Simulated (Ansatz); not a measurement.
# ZrB: the cost of one run

Method: DFT LDA, scalar-relativistic, plane waves, PAW, in Ansatz 0.2.0.

15 further runs of the same task are left out: 15 set aside as unsound or not needed.

## (1) The structure to begin with

Symmetry: Fm-3m, No. 225, cubic system. The conventional cell has a = 4.831 Å, b = 4.831 Å, c = 4.831 Å, α = 90.00°, β = 90.00°, γ = 90.00°. Zr (site symmetry m-3m) has 6 B at 2.42 Å as nearest neighbours. B (site symmetry m-3m) has 6 Zr at 2.42 Å as nearest neighbours.

As a file:

```
Zr B
1.0
     0.00000    2.41539    2.41539
     2.41539    0.00000    2.41539
     2.41539    2.41539    0.00000
Zr B
1 1
Direct
  0.00000 0.00000 0.00000
  0.50000 0.50000 0.50000
```

This cell was relaxed beforehand with the same method: volume 14.09 Å³/atom, gap on the mesh none (metal).

## (2) What is varied

The energy is mapped over volume and the cell's shape.

The axes are (1) volume per atom: 7 values from 12.40 to 15.78 Å³; (2) c/a of the conventional cell: 7 values from 0.834 to 1.200.

Nothing else is relaxed (symmetry fixes all fractional coordinates). Energies count from the relaxed crystal. Points are written as (first, second).

## (3) Point (15.22 Å³, 0.834)

The input, input.yaml:

```yaml
crystal:
  lattice:
    - [0.0, 2.6331532571, 2.1949965551]
    - [2.6331532571, 0.0, 2.1949965551]
    - [2.6331532571, 2.6331532571, 0.0]
  atoms:
    - { symbol: Zr, position: [0.0, 0.0, 0.0] }
    - { symbol: B, position: [0.5, 0.5, 0.5] }
basis:
  ecutwfc: 520.0
kpoints:
  mp_grid: { grid: [18, 18, 18] }
hamiltonian:
  xc: lda
scf:
  occupations: { method: gaussian, width: 0.15 }
output:
  forces: true
  stress: true
  eigenvalues: true
```

The run is started by

```console
ansatz run input.yaml --threads 1 --pin off --max-ram 2048MiB --backend cpu --events-out ev --progress --plain --runs-dir out
```

**Question.** How long does this run take on 1 thread of Arm Neoverse V1, shared host, and how much memory does it need?

About 13 s, with a peak of 0.48 GiB.
